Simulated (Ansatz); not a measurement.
# GeH2Me(OMe) (C₂H₈GeO): structure and electronic state

Aim: characterise GeH2Me(OMe) (C₂H₈GeO) as a singlet: its structure, frontier levels and distribution of charge.

Computed with Ansatz 0.2.0, Gaussian basis. Level: RKS PBE0-D4/def2-TZVP.

Levels to be run: relaxation at PBE-D4/def2-SVP; a search for the lowest solution at PBE0-D4/def2-SVP; a single point at PBE0-D4/def2-TZVP; harmonic vibrations at PBE-D4/def2-SVP.

### 1 The starting structure

12 atoms, charge 0, spin multiplicity 1.

Atoms are counted from 1 here; the program's logs count them from 0.

Bond lengths: Ge1–H2 1.517 Å, Ge1–H3 1.516 Å, Ge1–C4 1.957 Å, Ge1–O8 1.766 Å, C4–H5 1.086 Å, C4–H6 1.087 Å, C4–H7 1.087 Å, O8–C9 1.408 Å, C9–H10 1.093 Å, C9–H11 1.091 Å, C9–H12 1.093 Å. Angles: H2–Ge1–H3 106.8°, H2–Ge1–C4 115.2°, H2–Ge1–O8 108.4°, H3–Ge1–C4 115.4°, H3–Ge1–O8 108.3°, C4–Ge1–O8 102.2°, Ge1–C4–H5 111.6°, Ge1–C4–H6 109.7°, Ge1–C4–H7 110.0°, H5–C4–H6 108.7°, H5–C4–H7 108.6°, H6–C4–H7 108.2°, Ge1–O8–C9 125.6°, O8–C9–H10 111.7°, O8–C9–H11 107.1°, O8–C9–H12 111.6°, H10–C9–H11 108.9°, H10–C9–H12 108.5° and more.

Coordinates:

```xyz
12
C2H8GeO
Ge    0.4897    0.6095    0.3189
H     0.5417    0.6097    1.8347
H     1.9243    0.5523   -0.1689
C    -0.6130    2.0161   -0.4783
H    -0.2651    3.0050   -0.1945
H    -1.6433    1.9023   -0.1527
H    -0.5890    1.9373   -1.5624
O    -0.3361   -0.8588   -0.2103
C     0.0546   -2.1754    0.0984
H     1.0625   -2.3930   -0.2643
H    -0.6520   -2.8441   -0.3959
H     0.0258   -2.3609    1.1753
```

The start is a GFN2-xTB geometry.

### 2 Optimising with PBE-D4/def2-SVP

File in.yaml:

```yaml
crystal:
  periodic: [false, false, false]
  atoms:
    - {symbol: Ge, position_ang: [0.489740, 0.609520, 0.318870]}
    - {symbol: H, position_ang: [0.541670, 0.609710, 1.834730]}
    - {symbol: H, position_ang: [1.924300, 0.552270, -0.168950]}
    - {symbol: C, position_ang: [-0.612960, 2.016070, -0.478270]}
    - {symbol: H, position_ang: [-0.265120, 3.005000, -0.194510]}
    - {symbol: H, position_ang: [-1.643320, 1.902270, -0.152670]}
    - {symbol: H, position_ang: [-0.589050, 1.937310, -1.562400]}
    - {symbol: O, position_ang: [-0.336130, -0.858830, -0.210290]}
    - {symbol: C, position_ang: [0.054550, -2.175390, 0.098390]}
    - {symbol: H, position_ang: [1.062460, -2.392960, -0.264330]}
    - {symbol: H, position_ang: [-0.651950, -2.844100, -0.395880]}
    - {symbol: H, position_ang: [0.025810, -2.360860, 1.175320]}
basis:
  gaussian: {orbitals: def2-SVP}
hamiltonian: {xc: pbe, dispersion: d4}
scf: {lower_state_search: "off"}
output: {orbitals: {seedname: orbitals}}
relax: {f_tol: 0.02, max_steps: 100}
```

Started as:

```bash
ansatz run in.yaml --threads 4 --pin off --events-out ev --progress --plain --max-ram 3916MiB
```

The runs that follow: Searching for the lowest solution, PBE0-D4/def2-SVP; Single point, PBE0-D4/def2-TZVP; Harmonic vibrations.

Before running them: what should the planned runs give, taken together? Wanted: point group; commonest bond, hydrogen aside; HOMO, LUMO at PBE0-D4/def2-TZVP; dipole at PBE-D4/def2-SVP; lowest, highest wavenumber.

As calculated:

| quantity | value |
| --- | --- |
| point group | Cs |
| commonest bond, hydrogen aside | Ge–O, 1 of mean length 1.808 Å |
| HOMO, LUMO at PBE0-D4/def2-TZVP | -7.57, 0.65 eV |
| dipole at PBE-D4/def2-SVP | 0.86 D |
| lowest, highest wavenumber | 76, 3106 cm⁻¹ |

The molecule keeps its bonding pattern by the stored test; the atoms moved 0.09 Å (rms). All wavenumbers are real: a minimum at this level. The HOMO lies nearest to O8 64 %; H10, H12 about 9 % each and the LUMO to H2, H3 about 18 % each; Ge1 17 %. The point group is read from a loosely relaxed geometry; soft torsions can leave it below the true symmetry.
